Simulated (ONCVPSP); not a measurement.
**Pseudopotential generation for W: ONCV, PBE**

Task: generate the file, and judge it by its errors in other configurations, its logarithmic derivatives, its ghosts and its cutoff.

The numbers are computed with ONCVPSP 4.0.1.1 (patched build) (PBE, scalar-relativistic, spin-unpolarised reference atom).

## Step 1: The design

The settings as typed:

```
element                 : tungsten (W, Z = 74)
type                    : optimised norm-conserving Vanderbilt (ONCV)
frozen core             : [Kr] 4d10
valence charge          : 28
reference configuration : 4f14 5s2 5p6 5d4 6s2
partial waves           : 5s+6s: rc 2.05 bohr, ncon 3, nbas 6, qcut 6.6 1/bohr, 2 projectors; 5p: rc 1.70 bohr, ncon 3, nbas 6, qcut 7.8 1/bohr, 1 projector; 5d: rc 2.45 bohr, ncon 4, nbas 9, qcut 5.8 1/bohr, 1 projector; 4f: rc 0.80 bohr, ncon 5, nbas 9, qcut 23 1/bohr, 2 projectors, debl 1 Ha
local potential         : polynomial inside 0.80 bohr (lpopt 5, dvloc0 0 Ha)
core correction         : Teter function, fcfact 4, rcfact 1.55
```

The outer shells as boxes (Hund's rule for the drawing; the calculation is spin-unpolarised):

```
[Kr] core
4d [↑↓][↑↓][↑↓][↑↓][↑↓]
4f [↑↓][↑↓][↑↓][↑↓][↑↓][↑↓][↑↓]
5s [↑↓]
5p [↑↓][↑↓][↑↓]
5d [↑ ][↑ ][↑ ][↑ ][  ]
6s [↑↓]
```

## Step 2: The generation run

Input file W.dat:

```
# ATOM AND REFERENCE CONFIGURATION
# atsym  z   nc   nv     iexc    psfile
  W 74.00    9    5        4      upf
#
#   n    l    f
    1    0    2.00
    2    0    2.00
    2    1    6.00
    3    0    2.00
    3    1    6.00
    3    2   10.00
    4    0    2.00
    4    1    6.00
    4    2   10.00
    4    3   14.00
    5    0    2.00
    5    1    6.00
    5    2    4.00
    6    0    2.00
#
# PSEUDOPOTENTIAL AND OPTIMIZATION
# lmax
    3
#
#   l,   rc,      ep,       ncon, nbas, qcut
    0    2.05    0.00    3    6    6.60
    1    1.70    0.00    3    6    7.80
    2    2.45    0.00    4    9    5.80
    3    0.80    0.00    5    9   23.00
#
# LOCAL POTENTIAL
# lloc, lpopt,  rc(5),   dvloc0
    4    5    0.80    0.00
#
# VANDERBILT-KLEINMAN-BYLANDER PROJECTORs
# l, nproj, debl
    0    2    2.40
    1    1    2.10
    2    1    1.80
    3    2    1.00
#
# MODEL CORE CHARGE
# icmod, fcfact, rcfact
    3    4.00    1.55
#
# LOG DERIVATIVE ANALYSIS
# epsh1, epsh2, depsh
   -4.00    5.00    0.02
#
# OUTPUT GRID
# rlmax, drl
    6.00    0.01
#
# TEST CONFIGURATIONS
# ncnf
    4
# nvcnf
#   n    l    f
    5
    4    3   14.00
    5    0    2.00
    5    1    6.00
    5    2    4.00
    6    0    1.00
#
    5
    4    3   14.00
    5    0    2.00
    5    1    6.00
    5    2    4.00
    6    0    0.00
#
    5
    4    3   14.00
    5    0    2.00
    5    1    6.00
    5    2    3.00
    6    0    0.00
#
    5
    4    3   13.00
    5    0    2.00
    5    1    6.00
    5    2    5.00
    6    0    1.00
#
```

The run is started by

```
$ oncvpsp.x < W.dat > W.out
```

Before running it: what results should come out? Wanted: cutoffs for 1 and 0.1 mHa per electron, occupied waves; bound ghosts; GHOST(+) flags; largest test error; largest phase difference near zero energy, channels read; rms error of d²Exc/dn², without and with the model core; projector energies reset by the program.

The runs gave:

| quantity | value |
| --- | --- |
| cutoffs for 1 and 0.1 mHa per electron, occupied waves | 230 Ha and 250 Ha |
| bound ghosts | s at -236.65 eV, p at -68.32 eV |
| GHOST(+) flags | none at low energy |
| largest test error (AE − PS) | -21 meV, for 4f14 5s2 5p6 5d3 6s0 (1 test unsolved) |
| largest phase difference near zero energy, channels read | 0.010 rad |
| rms error of d²Exc/dn², without and with the model core | 5.46 and 3.08 mHa |
| projector energies reset by the program | f: -1.220, 0.250 Ha |

In words: A bound ghost (s, p) makes it unfit for use: electrons can fall into a state that the atom doesn't have. The worst unpolarised test, 4f14 5s2 5p6 5d3 6s0, is off by 21 meV on 49.9 eV; by total energies transferability rates as good where solved. Atomic tests can pass in spite of a ghost, since they solve only for the levels asked. Of the tests 1 gave no usable energy difference, which is a warning in itself. By its cutoff, 230 Ha for the looser tolerance, it is very hard. The 4f wave sets it; 5p needs 19 Ha. Near zero energy the phases of the channels with partial waves agree within 0.010 rad. The pseudo curves have a pole with no partner nearby in the atom's: p at -2.50 Ha. All of this concerns the isolated atom, not yet a solid.
